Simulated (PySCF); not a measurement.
**NbSe: bond curves at several levels of theory**

An exercise on one series of results from a longer session: the logs are not shown, and one member is left open.

Method: Nb def2-TZVPP with ECP28, Se def2-TZVPP, scalar-relativistic core potentials; program: PySCF 2.14.0.

Set-up of the first run:

The job is set up so:

```json
{
  "atoms": "Nb, Se",
  "charge": "0",
  "basis": "Nb def2-TZVPP with ECP28, Se def2-TZVPP",
  "Hamiltonian": "scalar-relativistic core potentials",
  "basis functions": "104",
  "electrons treated": "47",
  "masses in u": "92.9064, 79.9165",
  "levels": "PBE0, PBE, r²SCAN, BP86, PBEsol, MN15, BLYP, CAM-B3LYP, HF, MP2, SCS-MP2",
  "grid": "80 radial by 434 angular points",
  "occupations": "held fixed by the projection of orbital angular momentum",
  "dissociation limit": "Nb + Se, each in its ground configuration",
  "starting distance in angstrom": "2.475",
  "values of 2S to try": "1, 3, 5, 7, 9"
}
```

Run with:

```console
$ OMP_NUM_THREADS=2 python dia.py task.json out
```

Among the steps run: Set-up; The PBE0 curve of the state that the search chose; Excited determinants; PBE (GGA); r²SCAN (meta-GGA); BP86; PBEsol (GGA); MN15; BLYP; CAM-B3LYP (range-separated hybrid); ROHF.

One of the session's tables, all rows but one given; the rest of the session is left out.

It belongs to the step «The curves together». Energy (eV) from each level's lowest point:

| R (Å) | ROHF | ROHF-MP2 | ROHF-SCS-MP2 | PBE | PBEsol |
| --- | --- | --- | --- | --- | --- |
| 1.951 | 2.098 | 1.538 | 1.656 | 1.818 | 1.680 |
| 2.042 | 0.982 | 0.601 | 0.679 | 0.817 | 0.724 |
| 2.133 | 0.344 | 0.128 | 0.168 | 0.265 | 0.211 |
| 2.201 | 0.097 | 0.000 | 0.011 | 0.065 | 0.039 |
| 2.269 | ? | ? | ? | ? | ? |
| 2.337 | 0.016 | 0.149 | 0.102 | 0.037 | 0.061 |
| 2.428 | 0.166 | 0.451 | 0.364 | 0.200 | 0.252 |
| 2.541 | 0.489 | 0.957 | 0.820 | 0.518 | 0.603 |
| 2.677 | 0.984 | 1.649 | 1.455 | 0.983 | 1.101 |
| 2.859 | 1.700 | 2.595 | 2.325 | 1.633 | 1.787 |

Estimate the missing values for R (Å) = 2.269.

Worked estimate for «ROHF». A straight line through the neighbours (2.201, 0.097) and (2.337, 0.016) gives 0.097 + (0.016 − 0.097) × (2.269 − 2.201) / (2.337 − 2.201) = 0.057; a parabola fitted to 4 rows on both sides gives 0.003.

**Answer.** ROHF: 0.000; ROHF-MP2: 0.018; ROHF-SCS-MP2: 0.000; PBE: 0.000; PBEsol: 0.000. In «ROHF» the line misses by +0.057 and the parabola by +0.003.
